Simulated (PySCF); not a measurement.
**RbBe: from the state search to spectroscopic constants**

The task here is to estimate one member of a computed series from the others.

Computed with PySCF 2.14.0. Level: Rb def2-TZVP with ECP28, Be def2-TZVP, scalar-relativistic core potentials.

Set-up of the first run:

A driver script around PySCF takes these settings:

```json
{
  "atoms": "Rb, Be",
  "charge": "0",
  "basis": "Rb def2-TZVP with ECP28, Be def2-TZVP",
  "Hamiltonian": "scalar-relativistic core potentials",
  "basis functions": "52",
  "electrons treated": "13",
  "masses in u": "84.9118, 9.0122",
  "levels": "PBE0, PBE, r²SCAN, PBEsol, PW91, LDA, CAM-B3LYP, HF, MP2, SCS-MP2, CCSD, CCSD(T)",
  "grid": "80 radial by 434 angular points",
  "occupations": "held fixed by the projection of orbital angular momentum",
  "dissociation limit": "Rb + Be, each in its ground configuration",
  "starting distance in angstrom": "3.020",
  "values of 2S to try": "1, 3"
}
```

Run with:

```
OMP_NUM_THREADS=1 python dia.py task.json out
```

Steps of the session up to this table: Set-up; First curve: PBE0; Higher solutions at PBE0; PBE; r²SCAN (meta-GGA); PBEsol (GGA); PW91 (GGA); LDA; CAM-B3LYP (range-separated hybrid); ROHF (mean field); MP2 and coupled cluster.

One of the session's tables, all rows but one given; the rest of the session is left out.

It belongs to the step «The curves together». Energy (eV) from each level's lowest point:

```
R (Å)   ROHF  ROHF-MP2  ROHF-SCS-MP2  ROHF-CCSD  ROHF-CCSD(T)
3.099  0.389     0.237         0.258        n/a           n/a
3.243  0.271     0.146         0.164      0.133         0.115
3.387      ?         ?             ?          ?             ?
3.495  0.142     0.058         0.070      0.050         0.038
3.603  0.107     0.037         0.047      0.031         0.021
3.711  0.080     0.023         0.031      0.018         0.011
3.855  0.054     0.011         0.017      0.008         0.003
4.035  0.031     0.003         0.007      0.002         0.000
4.252  0.014     0.000         0.002      0.000         0.001
4.540  0.000     0.001         0.000        n/a           n/a
```

Estimate the missing values for R (Å) = 3.387.

Worked estimate for «ROHF». A straight line through the neighbours (3.243, 0.271) and (3.495, 0.142) gives 0.271 + (0.142 − 0.271) × (3.387 − 3.243) / (3.495 − 3.243) = 0.197; a parabola fitted to 4 rows on both sides gives 0.186.

The run gave: ROHF: 0.188; ROHF-MP2: 0.087; ROHF-SCS-MP2: 0.102; ROHF-CCSD: 0.077; ROHF-CCSD(T): 0.063. In «ROHF» the line misses by +0.009 and the parabola by -0.002.
